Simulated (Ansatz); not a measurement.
# BP: the cost of one run

Method: DFT r2SCAN, scalar-relativistic, plane waves, PAW, in Ansatz 0.2.0.

### Step 1. The starting structure

Symmetry: F-43m, No. 216, cubic system. The conventional cell has a = 4.538 Å, b = 4.538 Å, c = 4.538 Å, α = 90.00°, β = 90.00°, γ = 90.00°. B (site symmetry -43m) is surrounded by 4 P at 1.97 Å. P (site symmetry -43m) is surrounded by 4 B at 1.97 Å.

Coordinates:

```
B P
1.0
     0.00000    2.26900    2.26900
     2.26900    0.00000    2.26900
     2.26900    2.26900    0.00000
B P
1 1
Direct
  0.00000 0.00000 0.00000
  0.75000 0.75000 0.75000
```

The cell is taken as given, not relaxed at this level.

### Step 2. The undisturbed cell

Contents of input.yaml:

```yaml
crystal:
  lattice:
    - [0.0, 2.269, 2.269]
    - [2.269, 0.0, 2.269]
    - [2.269, 2.269, 0.0]
  atoms:
    - { symbol: B, position: [0.0, 0.0, 0.0] }
    - { symbol: P, position: [0.75, 0.75, 0.75] }
basis:
  ecutwfc: 500
kpoints:
  mp_grid: { grid: [12, 12, 12] }
hamiltonian:
  xc: r2scan
scf:
  occupations: { method: gaussian, width: 0.05 }
output:
  forces: true
  stress: true
  eigenvalues: true
  write_density: true
  write_potential: true
  elf: true
  volumetric_format: npy
```

Launch:

```
$ ansatz run input.yaml --threads 1 --pin off --max-ram 2560MiB --backend cpu --events-out ev --progress --plain --runs-dir out
```

Q: Estimate wall time and peak memory on 1 thread of AMD EPYC 7R43 (Zen 3), shared host.

About 5.3 s, with a peak of 0.4 GiB.
